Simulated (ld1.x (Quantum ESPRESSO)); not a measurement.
**Pseudopotential generation for Ge: ultrasoft, PBEsol**

Aim: build the potential from the settings below, then test how well it stands in for the atom: other configurations, scattering, ghost states and the plane-wave cutoff that it needs.

Program: ld1.x (Quantum ESPRESSO) 7.5. Reference atom: PBEsol, scalar-relativistic, spherical and spin-unpolarised. All values are calculated.

### Step 1. The atom and the settings

The settings as typed:

| Item | Value |
| --- | --- |
| element | germanium (Ge, Z = 32) |
| type | ultrasoft |
| frozen core | [Ar] |
| valence charge | 14 |
| reference configuration | 3d10 4s2 4p2 |
| partial waves | 4s (bound): rcut 1.50, rcutus 1.65 bohr; 4s channel at -0.15 Ry: rcut 1.50, rcutus 1.65 bohr; 4p (bound): rcut 2.00, rcutus 2.20 bohr; 4p channel at 0.3 Ry: rcut 2.00, rcutus 2.20 bohr; 3d (bound): rcut 1.20, rcutus 1.40 bohr; 3d channel at 0.6 Ry: rcut 1.20, rcutus 1.40 bohr |
| local potential | all-electron potential smoothed inside 1.10 bohr (lloc = -1) |
| core correction | a·sin(br)/r model core, default radius (core density twice the valence density) |
| augmentation charge | built from norm-conserving waves at rcut, not smoothed further |

The nodes and maxima of the atom's own shells, from an earlier all-electron run, set the scale for the radii.

All-electron outer shells of the reference configuration (PBEsol, scalar-relativistic, ld1.x):

| shell | level (eV) | outermost node (bohr) | outermost maximum (bohr) |
| --- | --- | --- | --- |
| 3s | -168.12 | 0.26 | 0.54 |
| 3p | -115.43 | 0.23 | 0.54 |
| 3d | -29.31 | – | 0.50 |
| 4s | -11.74 | 0.77 | 1.75 |
| 4p | -3.90 | 0.82 | 2.22 |

### Step 2. Generation

Contents of Ge.in:

```
 &input
   title='Ge', zed=32., rel=1, dft='PBESOL', iswitch=3,
   config='[Ar] 3d10 4s2 4p2',
   nld=3, rlderiv=2.40, eminld=-4.0, emaxld=5.0, deld=0.02
 /
 &inputp
   pseudotype=3, tm=.true., lloc=-1, rcloc=1.10,
   nlcc=.true.,
   file_pseudopw='Ge.UPF', file_wfcaegen='ae.wfc', file_wfcncgen='nc.wfc', file_beta='beta', file_chi='chi', file_wfcusgen='us.wfc'
 /
6
4S  1  0   2.00   0.00  1.50  1.65  0.0
4S  1  0   0.00  -0.15  1.50  1.65  0.0
4P  2  1   2.00   0.00  2.00  2.20  0.0
4P  2  1   0.00   0.30  2.00  2.20  0.0
3D  3  2  10.00   0.00  1.20  1.40  0.0
3D  3  2   0.00   0.60  1.20  1.40  0.0
 &test
   configts(1)='3d10 4s2 4p2'
 /
```

Launch:

```bash
ld1.x < Ge.in > Ge.out
```

Output in Ge.out (without the banner and most projector matrices):

```text
     Program LD1 v.7.5
     --------------------------- All-electron run ----------------------------

     Ge
     scalar relativistic calculation

     atomic number is 32.00
     dft =PBESOL   lsd =0 sic =0 latt =0  beta=0.20 tr2=1.0E-14
     Exchange-correlation= PBESOL
                           (   1   4  10   8   0   0   0)
     mesh =1207 r(mesh) = 100.41023 a.u. xmin = -7.00 dx = 0.01250
     1 Ry =  13.60569312 eV, c = 137.03599908

     n l     nl                  e(Ry)          e(Ha)          e(eV)
     1 0     1S 1( 2.00)      -804.9585      -402.4792    -10952.0180
     2 0     2S 1( 2.00)      -100.7399       -50.3699     -1370.6359
     2 1     2P 1( 6.00)       -88.0571       -44.0285     -1198.0777
     3 0     3S 1( 2.00)       -12.3563        -6.1782      -168.1161
     3 1     3P 1( 6.00)        -8.4836        -4.2418      -115.4256
     3 2     3D 1(10.00)        -2.1544        -1.0772       -29.3123
     4 0     4S 1( 2.00)        -0.8631        -0.4316       -11.7433
     4 1     4P 1( 2.00)        -0.2864        -0.1432        -3.8968

     final scf error:  9.8E-15 reached in  36 iterations

     Etot =   -4194.589934 Ry,   -2097.294967 Ha,  -57070.303424 eV

     Ekin =    4270.140783 Ry,    2135.070392 Ha,   58098.225088 eV
     Encl =  -10112.824798 Ry,   -5056.412399 Ha, -137591.990814 eV
     Eh   =    1803.960466 Ry,     901.980233 Ha,   24544.132508 eV
     Exc  =    -155.866385 Ry,     -77.933193 Ha,   -2120.670205 eV

     normalization and overlap integrals

     s(1S/1S) =  1.000000  <r> =   0.0470  <r2> =    0.0030  r(max) =   0.0309
     s(2S/2S) =  1.000000  <r> =   0.2102  <r2> =    0.0521  r(max) =   0.1754
     s(2P/2P) =  1.000000  <r> =   0.1838  <r2> =    0.0414  r(max) =   0.1418
     s(3S/3S) =  1.000000  <r> =   0.6247  <r2> =    0.4503  r(max) =   0.5402
     s(3P/3P) =  1.000000  <r> =   0.6474  <r2> =    0.4936  r(max) =   0.5402
     s(3D/3D) =  1.000000  <r> =   0.7368  <r2> =    0.6976  r(max) =   0.5012
     s(4S/4S) =  1.000000  <r> =   2.1153  <r2> =    5.1783  r(max) =   1.7494
     s(4P/4P) =  1.000000  <r> =   2.8834  <r2> =    9.9356  r(max) =   2.2184

     ------------------------ End of All-electron run ------------------------

     --------------------- Generating US pseudopotential ---------------------

      Generating local potential from pseudized AE potential:
      Matching radius rcloc =   1.1000

      Local pseudo, rcloc= 1.088 Estimated cut-off energy=    20.83 Ry

      Computing core charge for nlcc:

       r > 0.29 : true rho core
       r < 0.29 : rho core = a sin(br)/r    a=  84.06  b=   8.37

      Integrated core pseudo-charge :  11.52

      Wfc   4S  rcut= 1.506  Using Troullier-Martins method
      Wfc-us  4S rcutus= 1.664  Estimated cut-off energy=    15.79 Ry

      Wfc   4S  rcut= 1.506  Using Troullier-Martins method
      Wfc-us  4S rcutus= 1.664  Estimated cut-off energy=    16.81 Ry

      Wfc   4P  rcut= 1.982  Using Troullier-Martins method
      Wfc-us  4P rcutus= 2.191  Estimated cut-off energy=    15.57 Ry

      Wfc   4P  rcut= 1.982  Using Troullier-Martins method
      Wfc-us  4P rcutus= 2.191  Estimated cut-off energy=    16.67 Ry

      Wfc   3D  rcut= 1.202  Using Troullier-Martins method
      Wfc-us  3D rcutus= 1.397  Estimated cut-off energy=    61.12 Ry

      Wfc   3D  rcut= 1.202  Using Troullier-Martins method
      Wfc-us  3D rcutus= 1.397  Estimated cut-off energy=   109.89 Ry

     ------------------- End of pseudopotential generation -------------------

     [... the all-electron block is printed once more ...]


     Computing logarithmic derivative in   2.40616
     Computing logarithmic derivative in   2.40616
     Computing the partial wave expansion
     R is outside the sphere for l=    0 j= 0.00
     R is outside the sphere for l=    0 j= 0.00
     R is outside the sphere for l=    1 j= 0.00
     R is outside the sphere for l=    1 j= 0.00
     R is outside the sphere for l=    2 j= 0.00
     R is outside the sphere for l=    2 j= 0.00

     ---------------------- Testing the pseudopotential ----------------------

     Ge
     scalar relativistic calculation

     atomic number is 32.00   valence charge is 14.00
     dft =PBESOL   lsd =0 sic =0 latt =0  beta=0.20 tr2=1.0E-14
     mesh =1207 r(mesh) = 100.41023 xmin = -7.00 dx = 0.01250

     n l     nl             e AE (Ry)        e PS (Ry)    De AE-PS (Ry)
     3 2     3D   1(10.00)       -2.15441       -2.15441        0.00000
     1 0     4S   1( 2.00)       -0.86312       -0.86312        0.00000
     2 1     4P   1( 2.00)       -0.28641       -0.28641        0.00000

     eps = 6.0E-16  iter =  4

     Etot =   -4194.589934 Ry,   -2097.294967 Ha,  -57070.303424 eV
     Etotps =  -217.329350 Ry,    -108.664675 Ha,   -2956.916447 eV

     Ekin =      39.578918 Ry,      19.789459 Ha,     538.498607 eV
     Encl =    -441.395327 Ry,    -220.697663 Ha,   -6005.489365 eV
     Ehrt =     162.994596 Ry,      81.497298 Ha,    2217.654450 eV
     Ecxc =     -65.792003 Ry,     -32.896002 Ha,    -895.145804 eV
     (Ecc =     -34.270438 Ry,     -17.135219 Ha,    -466.273057 eV)
     Epseu=      87.284466 Ry,      43.642233 Ha,    1187.565665 eV

     ---------------------- End of pseudopotential test ----------------------
```

It took 1.4 s on 1 thread of Neoverse-V1, shared host. This counts the later configuration tests of the new file too.

All-electron and pseudo partial waves u(r) = r·R(r), from the program's wave files:

```tsv
r (bohr)	4p AE	4p PS	3d AE	3d PS
0.110	0.1489	0.0057	0.2023	0.0048
0.220	0.0089	0.0225	0.6520	0.0360
0.330	-0.1689	0.0496	0.9858	0.1099
0.440	-0.2454	0.0857	1.1331	0.2267
0.550	-0.2270	0.1290	1.1432	0.3694
0.660	-0.1516	0.1777	1.0771	0.5103
0.770	-0.0502	0.2297	0.9769	0.6203
0.880	0.0576	0.2828	0.8663	0.6790
0.990	0.1611	0.3352	0.7577	0.6805
1.100	0.2549	0.3852	0.6567	0.6352
1.210	0.3369	0.4314	0.5659	0.5632
1.320	0.4066	0.4730	0.4857	0.4858
1.430	0.4645	0.5093	0.4158	0.4158
1.540	0.5115	0.5401	0.3554	0.3554
1.650	0.5486	0.5655	0.3034	0.3034
1.760	0.5769	0.5857	0.2588	0.2588
1.870	0.5974	0.6012	0.2206	0.2206
1.980	0.6111	0.6123	0.1879	0.1879
2.090	0.6189	0.6190	0.1600	0.1600
2.200	0.6217	0.6217	0.1362	0.1362
2.310	0.6201	0.6201	0.1159	0.1159
2.420	0.6150	0.6150	0.0986	0.0986
2.530	0.6068	0.6068	0.0839	0.0839
2.640	0.5962	0.5962	0.0713	0.0713
2.750	0.5835	0.5835	0.0606	0.0606
2.860	0.5692	0.5692	0.0515	0.0515
```

### Step 3. Configuration tests

Contents of Ge.test.in:

```
 &input
   title='Ge', zed=32., rel=1, dft='PBESOL', iswitch=2,
   config='[Ar] 3d10 4s2 4p2'
 /
 &test
   file_pseudo='Ge.UPF', nconf=8,
   configts(1)='3d10 4s2 4p2',
   configts(2)='3d10 4s2 4p1',
   configts(3)='3d10 4s2 4p0',
   configts(4)='3d10 4s1 4p0',
   configts(5)='3d10 4s0 4p0',
   configts(6)='3d9 4s2 4p3',
   configts(7)='3d10 4s1 4p2',
   configts(8)='3d9 4s2 4p2'
 /
```

Launch:

```bash
ld1.x < Ge.test.in > Ge.test.out
```

Ge.test.out, the pseudopotential blocks:

```text
     ---------------------- Testing the pseudopotential ----------------------

     Ge
     scalar relativistic calculation

     atomic number is 32.00   valence charge is 14.00
     dft =PBESOL   lsd =0 sic =0 latt =0  beta=0.20 tr2=1.0E-14
     mesh =1207 r(mesh) = 100.41023 xmin = -7.00 dx = 0.01250

     n l     nl             e AE (Ry)        e PS (Ry)    De AE-PS (Ry)
     3 2     3D   1(10.00)       -2.15441       -2.15441        0.00000
     1 0     4S   1( 2.00)       -0.86312       -0.86312        0.00000
     2 1     4P   1( 2.00)       -0.28641       -0.28641        0.00000

     eps = 5.9E-16  iter =  4

     Etot =   -4194.589934 Ry,   -2097.294967 Ha,  -57070.303424 eV
     Etotps =  -217.329350 Ry,    -108.664675 Ha,   -2956.916447 eV

     Ekin =      39.578918 Ry,      19.789459 Ha,     538.498607 eV
     Encl =    -441.395327 Ry,    -220.697663 Ha,   -6005.489365 eV
     Ehrt =     162.994596 Ry,      81.497298 Ha,    2217.654450 eV
     Ecxc =     -65.792003 Ry,     -32.896002 Ha,    -895.145804 eV
     (Ecc =     -34.270438 Ry,     -17.135219 Ha,    -466.273057 eV)
     Epseu=      87.284466 Ry,      43.642233 Ha,    1187.565665 eV

     ---------------------- End of pseudopotential test ----------------------

     ---------------------- Testing the pseudopotential ----------------------

     Ge
     [...]
     n l     nl             e AE (Ry)        e PS (Ry)    De AE-PS (Ry)
     3 2     3D   1(10.00)       -2.81776       -2.81430       -0.00347
     1 0     4S   1( 2.00)       -1.46208       -1.46216        0.00008
     2 1     4P   1( 1.00)       -0.82733       -0.82743        0.00010

     eps = 6.2E-16  iter =  8

     Etot =   -4194.042153 Ry,   -2097.021076 Ha,  -57062.850477 eV
     Etotps =  -216.781464 Ry,    -108.390732 Ha,   -2949.462077 eV
     dEtot_ae =       0.547781 Ry
     dEtot_ps =       0.547886 Ry,   Delta E=      -0.000105 Ry

     [...]
     ---------------------- End of pseudopotential test ----------------------

     ---------------------- Testing the pseudopotential ----------------------

     Ge
     [...]
     n l     nl             e AE (Ry)        e PS (Ry)    De AE-PS (Ry)
     3 2     3D   1(10.00)       -3.61817       -3.60949       -0.00869  !
     1 0     4S   1( 2.00)       -2.15220       -2.15271        0.00052
     2 1     4P   1( 0.00)       -1.45534       -1.45583        0.00049

     eps = 1.9E-15  iter = 16

     Etot =   -4192.906700 Ry,   -2096.453350 Ha,  -57047.401848 eV
     Etotps =  -215.645600 Ry,    -107.822800 Ha,   -2934.007862 eV
     dEtot_ae =       1.683235 Ry
     dEtot_ps =       1.683750 Ry,   Delta E=      -0.000515 Ry

     [...]
     ---------------------- End of pseudopotential test ----------------------

     ---------------------- Testing the pseudopotential ----------------------

     Ge
     [...]
     n l     nl             e AE (Ry)        e PS (Ry)    De AE-PS (Ry)
     3 2     3D   1(10.00)       -4.63902       -4.63475       -0.00427
     1 0     4S   1( 1.00)       -2.96839       -2.97125        0.00286
     2 1     4P   1( 0.00)       -2.20180       -2.20380        0.00200

     eps = 6.5E-15  iter = 10

     Etot =   -4190.349829 Ry,   -2095.174914 Ha,  -57012.613850 eV
     Etotps =  -213.086942 Ry,    -106.543471 Ha,   -2899.195544 eV
     dEtot_ae =       4.240105 Ry
     dEtot_ps =       4.242408 Ry,   Delta E=      -0.002303 Ry

     [...]
     ---------------------- End of pseudopotential test ----------------------

     ---------------------- Testing the pseudopotential ----------------------

     Ge
     [...]
     n l     nl             e AE (Ry)        e PS (Ry)    De AE-PS (Ry)
     3 2     3D   1(10.00)       -5.73302       -5.73966        0.00664  !
     1 0     4S   1( 0.00)       -3.81896       -3.82713        0.00817  !
     2 1     4P   1( 0.00)       -2.98353       -2.98981        0.00628  !

     eps = 1.4E-15  iter =  7

     Etot =   -4186.958992 Ry,   -2093.479496 Ha,  -56966.479167 eV
     Etotps =  -209.690551 Ry,    -104.845275 Ha,   -2852.985282 eV
     dEtot_ae =       7.630942 Ry
     dEtot_ps =       7.638800 Ry,   Delta E=      -0.007858 Ry

     [...]
     ---------------------- End of pseudopotential test ----------------------
```

3 tests gave no usable energy difference (3d9 4s2 4p3; 3d10 4s1 4p2; 3d9 4s2 4p2); the test run stopped with "negative rho".

Excitation and ionisation energies from 3d10 4s2 4p2, with the error of the potential.

| valence configuration | charge | ΔE all-electron (eV) | error AE − PS (meV) |
| --- | --- | --- | --- |
| 3d10 4s2 4p1 | +1 | 7.453 | -1.4 |
| 3d10 4s2 4p0 | +2 | 22.902 | -7.0 |
| 3d10 4s1 4p0 | +3 | 57.690 | -31 |
| 3d10 4s0 4p0 | +4 | 103.824 | -107 |

### Step 4. Scattering by logarithmic derivatives

Taken from the files of the generation run. The phase is arctan(r·u′/u) with u = r·R, unwrapped, with energies in Ry. A pole is an energy at which the radial function vanishes at the test radius. The pseudo phase is shifted by a multiple of π to meet the all-electron one at the reference energy. Levels narrower than the energy grid can be missing from the poles. The last column is the largest difference on the grid between −1 and +1 Ry.

| channel | radius (bohr) | reference (Ry) | poles AE | poles PS | window around the reference with phases within 0.05 rad (Ry) | largest difference near zero (rad) |
| --- | --- | --- | --- | --- | --- | --- |
| s | 2.41 | -0.86 | 0.46 | 0.46 | below 3.9 | 0.000 |
| p | 2.41 | -0.29 | 1.70 | 1.70 | below 4.4 | 0.000 |
| d | 2.41 | -2.15 | -2.12, 3.89 | -2.12 | below -0.2 | 0.307 |

Phases (rad) along the scan:

```tsv
E (Ry)	d AE	d PS	p AE	p PS
-4.00	1.363	1.365	1.339	1.339
-3.52	1.349	1.351	1.319	1.319
-3.04	1.328	1.331	1.293	1.293
-2.56	1.288	1.292	1.258	1.258
-2.08	-1.681	-1.678	1.206	1.206
-1.60	-1.835	-1.827	1.121	1.120
-1.12	-1.886	-1.871	0.954	0.954
-0.64	-1.946	-1.919	0.525	0.525
-0.16	-2.036	-1.984	-0.502	-0.502
0.32	-2.200	-2.084	-1.157	-1.157
0.80	-2.563	-2.256	-1.392	-1.392
1.28	-3.374	-2.596	-1.507	-1.507
1.76	-4.094	-3.238	-1.579	-1.579
2.24	-4.399	-3.885	-1.634	-1.634
2.72	-4.545	-4.230	-1.683	-1.684
3.20	-4.631	-4.404	-1.735	-1.736
3.68	-4.690	-4.505	-1.797	-1.803
4.16	-4.738	-4.571	-1.885	-1.907
4.64	-4.781	-4.617	-2.034	-2.130
```

### Step 5. Cutoff and ghost test in a Bessel basis

This step uses the generator's waves and projectors in a separate script. Basis: spherical Bessel functions vanishing at 20 bohr, q² up to the cutoff; potential fixed at the reference.

Even at 400 Ry an occupied level stays 680 mRy from its reference, so no cutoffs are read; the levels have long settled, so the basis size isn't the cause: the level found isn't the valence state, or the test fails for this file. The basis also finds an s level at -6.07 Ry, below the valence levels, which may be a ghost. The ghost test is not conclusive.

### Step 6. Outcome

| quantity | value |
| --- | --- |
| cutoffs | not determined |
| bound ghosts | not determined |
| largest test error (AE − PS) | -107 meV, for 3d10 4s0 4p0 (3 tests unsolved) |
| largest phase difference near zero energy, channels read | 0.307 rad |
| lowest eigenvalue of the overlap (Bessel basis) | 0.146 (s) |

In words: By total energies transferability is fair for so large an energy: the largest error is 107 meV on 103.8 eV, for 3d10 4s0 4p0. That test lies far up in energy; among those under 40 eV, nearer to bonding, the largest error is 7.0 meV. The test run broke off, so later configurations gave nothing; the verdict rests on few tests. Even at 400 Ry an occupied level stays 680 mRy from its reference, so no cutoffs are read; the levels have long settled, so the basis size isn't the cause: the level found isn't the valence state, or the test fails for this file. The basis also finds an s level at -6.07 Ry, below the valence levels, which may be a ghost. Ghosts could not be judged. Near zero energy the largest phase difference among the channels read is 0.31 rad, in the d channel.
